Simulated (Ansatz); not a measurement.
Runs of Ansatz 0.2.0 on AgRh. It takes space group P-6m2 (No. 187, hexagonal). Conventional cell: a = 2.778 Å, b = 2.778 Å, c = 4.809 Å, α = 90.00°, β = 90.00°, γ = 120.00°. Around Ag (site symmetry -6m2) lie 6 Ag at 2.78 Å and 6 Rh at 2.89 Å. Rh (site symmetry -6m2) has 6 Rh at 2.78 Å and 6 Ag at 2.89 Å as nearest neighbours. The cell comes from a database or a generator and needn't be the stable form of this composition.

```tsv
task	level	potentials or basis	k mesh	cutoff (eV)	points for each segment of the path	mesh quality	V0 of scaled cells (Å³/atom)	B0 (GPa)
equation of state	PBE	Ansatz NC	11 × 11 × 6	1197	-	not flagged	15.82	158
equation of state	PBE	JTH PAW	11 × 11 × 6	2100	-	not flagged	15.83	158
equation of state	PBE	Ansatz PAW earlier set	11 × 11 × 6	540	-	not flagged	15.82	158
equation of state	PBE	SPMS NC	11 × 11 × 6	680	-	not flagged	15.85	(a)
```

Alike in all rows: no spin polarisation; cell as given; smearing fermi-dirac 0.05 eV.

Question: Fill in the values left out.

Answer: (a) 159.

Caveats: the cell was scaled at fixed shape and fractional positions, which overstates the stiffness of a crystal with free parameters, most of all of layers and chains.
